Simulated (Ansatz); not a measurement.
**GeAs (quartet): from Hartree-Fock to the top rungs, aug-cc-pVTZ**

One table from this session's results is given with a row withheld; the runs are named, their logs left out.

Computed with Ansatz 0.2.0, Gaussian basis. Level: aug-cc-pVTZ, core rule «outside noble gas», up to 28 orbitals frozen.

The runs, in order: UHF; CCSD(T) on ROHF; CCSD(T) on UHF; BCCD(T) on ROHF; CCSDT(Q) on ROHF; CCSDT(Q) on UHF; CASSCF and MRCISD+Q, 9 electrons in 8 orbitals; CASSCF and NEVPT2, 9 electrons in 8 orbitals.

6 further runs of the same task are left out: 6 set aside as unsound or not needed.

**What is computed**

The geometry is a PBE0/def2-TZVPD stationary point (not a proven minimum) of the parent state, kept for this charge and spin. No spin-orbit coupling is included. The filled d shell of Ge, As may be among the frozen orbitals whatever the setting's name suggests; the logs give the count.

2 atoms, charge 0, spin multiplicity 4.

Atoms are counted from 1 here; the program's logs count them from 0.

Bond lengths: Ge1–As2 2.357 Å.

As a file:

```xyz
2
AsGe
Ge    0.0000    0.0000    0.0000
As    0.0000    0.0000    2.3569
```

Set-up of the first run:

in.yaml

```yaml
crystal:
  periodic: [false, false, false]
  atoms:
    - {symbol: Ge, position_ang: [0.000000, 0.000000, 0.000000]}
    - {symbol: As, position_ang: [0.000000, 0.000000, 2.356900]}
basis:
  gaussian: {orbitals: aug-cc-pVTZ}
magnetization: {spin_polarized: true, initial_magnetization: 3}
hamiltonian: {xc: hf}
output: {orbitals: {seedname: orbitals}}
```

Command:

```bash
> ansatz run in.yaml --threads 1 --pin off --events-out ev --progress --plain --max-ram 4096MiB --backend cpu
```

Among the steps run: UHF; CCSD(T) on ROHF; CCSD(T) on UHF; BCCD(T) on ROHF; CCSDT(Q) on ROHF; CCSDT(Q) on UHF; CASSCF and MRCISD+Q, 9 electrons in 8 orbitals; CASSCF and NEVPT2, 9 electrons in 8 orbitals.

One of the session's tables, all rows but one given; the rest of the session is left out.

| method | from UCCSDT(Q) (meV) |
| --- | --- |
| ROHF | +5481.8 |
| UHF | +5228.2 |
| RMP2 | +1058.2 |
| UMP2 | ? |
| RCCSD | +298.5 |
| UCCSD | +278.5 |
| RCCSD(T) | +62.1 |
| UCCSD(T) | +51.7 |
| BCCD(T) | +62.6 |
| RCCSDT | +24.1 |
| UCCSDT | +11.5 |
| RCCSDT(Q) | +12.4 |
| UCCSDT(Q) | 0 |
| CASSCF valence | +4509.2 |
| NEVPT2 valence | +919.3 |
| MRCISD valence | +417.9 |
| MRCISD+Q valence | +29.9 |

Q: Estimate the row for UMP2 from the others.

The run gave: from UCCSDT(Q) (meV): +1110.4. In the column «from UCCSDT(Q) (meV)» it lies between RMP2 (+1058.2) and CASSCF valence (+4509.2).

To keep in mind: Restricted and unrestricted rows rest on different reference determinants; where their highest levels disagree by more than a few hundredths of an eV, they describe different states and don't form one ladder.
